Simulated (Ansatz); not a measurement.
# Ba3PbO: the cost of one run

Computed with Ansatz 0.2.0 (DFT r2SCAN, scalar-relativistic, plane waves, PAW, unless a step's input says otherwise).

**1. The structure to begin with**

It takes space group Pm-3m (No. 221, cubic). The conventional cell has a = 5.459 Å, b = 5.459 Å, c = 5.459 Å, α = 90.00°, β = 90.00°, γ = 90.00°. Ba (site symmetry 4/mmm) has 2 O at 2.73 Å in its first shell of neighbours. Pb (site symmetry m-3m) has 12 Ba at 3.86 Å in its first shell of neighbours. O (site symmetry m-3m) is surrounded by 6 Ba at 2.73 Å.

Coordinates:

```cif
data_structure
_symmetry_space_group_name_H-M 'P 1'
_symmetry_Int_Tables_number 1
_cell_length_a 5.4590
_cell_length_b 5.4590
_cell_length_c 5.4590
_cell_angle_alpha 90.000
_cell_angle_beta 90.000
_cell_angle_gamma 90.000
_cell_volume 162.68
loop_
_atom_site_label
_atom_site_type_symbol
_atom_site_fract_x
_atom_site_fract_y
_atom_site_fract_z
_atom_site_occupancy
Ba1 Ba 0.00000 0.50000 0.50000 1
Ba2 Ba 0.50000 0.00000 0.50000 1
Ba3 Ba 0.50000 0.50000 0.00000 1
Pb1 Pb 0.00000 0.00000 0.00000 1
O1 O 0.50000 0.50000 0.50000 1
```

The cell is taken as given, not relaxed at this level.

**2. The reference cell**

Reference values: F = -30388.2410 eV; pressure 0.67 GPa; largest force 0.000 eV/Å; gap on the mesh none (metal). It was computed beforehand with the settings of the runs below.

**3. The scan: energy and stress against strain**

The cell is strained by ε times the Voigt pattern (1, 0, 0, 0, 0, 0) (xx, yy, zz, yz, xz, xy; engineering shear), with fractional coordinates fixed (clamped ions). The stress on the pattern is the sum of the stress components weighted by it, tension positive.

**4. Point ε = -0.1500**

Contents of input.yaml:

```yaml
crystal:
  lattice:
    - [4.64015, 0.0, 0.0]
    - [0.0, 5.459, 0.0]
    - [0.0, 0.0, 5.459]
  atoms:
    - { symbol: Ba, position: [0.0, 0.5, 0.5] }
    - { symbol: Ba, position: [0.5, 0.0, 0.5] }
    - { symbol: Ba, position: [0.5, 0.5, 0.0] }
    - { symbol: Pb, position: [0.0, 0.0, 0.0] }
    - { symbol: O, position: [0.5, 0.5, 0.5] }
basis:
  ecutwfc: 500
kpoints:
  mp_grid: { grid: [10, 10, 10] }
hamiltonian:
  xc: r2scan
scf:
  occupations: { method: gaussian, width: 0.15 }
output:
  forces: true
  stress: true
  eigenvalues: true
```

Command:

```sh
$ ansatz run input.yaml --threads 1 --pin off --max-ram 2560MiB --backend cpu --events-out ev --progress --plain --runs-dir out
```

What time and memory should one allow on 1 thread of Arm Neoverse V1, shared host?

About 1.7 min, with a peak of 0.93 GiB.
